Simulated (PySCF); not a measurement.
# C2H9BN2: the cost of one run

The runs use PySCF 2.14.0, with density-fitted response routines of our own; the level of theory stands in each step. All values are computed, except where a source is named. Atoms are numbered from 0 throughout.

### 1 The molecule as given

14 atoms, charge 0, multiplicity 1; geometry from: PBE0-D3(BJ)/def2-SVP.

Bonds of the start (Å): C0–N1 1.43, N1–B2 1.42, B2–C3 1.59, B2–N4 1.42, C0–H5 1.11, C0–H6 1.10, C0–H7 1.11, N1–H8 1.01, C3–H9 1.10, C3–H10 1.10, C3–H11 1.10, N4–H12 1.01, N4–H13 1.01.

### 2 X-ray photoelectron lines: SCAN, X2C

Job settings and geometry (Å):

```
{"job": {"kind": "xps"}, "charge": 0, "multiplicity": 1}
C      1.852535     0.420090     0.425700
N      0.816327    -0.570477     0.360988
B     -0.525964    -0.394865    -0.072814
C     -1.053756     1.030409    -0.534233
N     -1.408787    -1.506874    -0.095897
H      2.278006     0.525219     1.440990
H      1.450906     1.402968     0.143984
H      2.694758     0.207955    -0.259914
H      1.118104    -1.496182     0.640181
H     -0.496109     1.399921    -1.411238
H     -0.929867     1.785781     0.259370
H     -2.119677     1.014910    -0.808606
H     -1.152637    -2.445765     0.176291
H     -2.370211    -1.421376    -0.388268
```

Level: delta-SCF UKS SCAN, pcX-2 on the ionised atom, pcseg-1 elsewhere, spin-free X2C.

Launch:

```sh
OMP_NUM_THREADS=1 python probes_run.py task.json out
```

This one command runs all jobs of the session in turn.

Q: Estimate the wall time and peak memory of this first job on 1 thread of Arm Neoverse V1, shared host.

About 32 s, with a peak of 0.53 GiB.
